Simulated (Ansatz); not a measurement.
# HfGeW4: the cost of one run

Program: Ansatz 0.2.0. Level of theory: DFT PBE, scalar-relativistic, plane waves, PAW. These are calculated values, not measurements.

## (1) The starting structure

It takes space group P6/mmm (No. 191, hexagonal). Conventional cell: a = 4.122 Å, b = 4.122 Å, c = 9.027 Å, α = 90.00°, β = 90.00°, γ = 120.00°. Hf (site symmetry 6/mmm) is surrounded by 2 W at 2.57 Å. Ge (site symmetry 6/mmm) has 2 W at 1.95 Å as nearest neighbours. Around W (site symmetry -6m2) lie 3 Ge at 2.38 Å and 3 W at 2.38 Å. W (site symmetry 6mm) is surrounded by 1 Ge at 1.95 Å.

As a file:

```cif
data_structure
_symmetry_space_group_name_H-M 'P6/mmm'
_symmetry_Int_Tables_number 191
_cell_length_a 4.1218
_cell_length_b 4.1218
_cell_length_c 9.0266
_cell_angle_alpha 90.000
_cell_angle_beta 90.000
_cell_angle_gamma 120.000
_cell_volume 132.81
loop_
_atom_site_label
_atom_site_type_symbol
_atom_site_symmetry_multiplicity
_atom_site_Wyckoff_symbol
_atom_site_fract_x
_atom_site_fract_y
_atom_site_fract_z
_atom_site_occupancy
Hf1 Hf 1 a 0.00000 0.00000 0.00000 1
Ge1 Ge 1 b 0.00000 0.00000 0.50000 1
W1 W 2 d 0.33333 0.66667 0.50000 1
W2 W 2 e 0.00000 0.00000 0.71558 1
```

A structure generator made this guess: random cell by space group and Wyckoff sites (P6/mmm, No. 191). The dimensions are guesses.

## (2) A first look at the guess

input.yaml reads:

```yaml
crystal:
  lattice:
    - [4.12176703, 0.0, 0.0]
    - [-2.06088351, 3.56955496, 0.0]
    - [0.0, 0.0, 9.02661273]
  atoms:
    - { symbol: Hf, position: [0.0, 0.0, 0.0] }
    - { symbol: Ge, position: [0.0, 0.0, 0.5] }
    - { symbol: W, position: [0.33333333, 0.66666667, 0.5] }
    - { symbol: W, position: [0.66666667, 0.33333333, 0.5] }
    - { symbol: W, position: [0.0, 0.0, 0.71557539] }
    - { symbol: W, position: [0.0, 0.0, 0.28442461] }
basis:
  ecutwfc: 420
kpoints:
  mp_grid: { grid: [6, 6, 2] }
hamiltonian:
  xc: pbe
scf:
  occupations: { method: gaussian, width: 0.1 }
  lower_state_search: "off"
output:
  forces: true
  stress: true
  eigenvalues: true
```

On the command line:

```sh
ansatz run input.yaml --threads 1 --pin off --max-ram 2560MiB --backend cpu --events-out ev --progress --plain --runs-dir out
```

Q: Estimate wall time and peak memory on 1 thread of Intel Xeon at 2.50GHz (Skylake/Cascade Lake), shared host.

About 12 s, with a peak of 0.48 GiB.
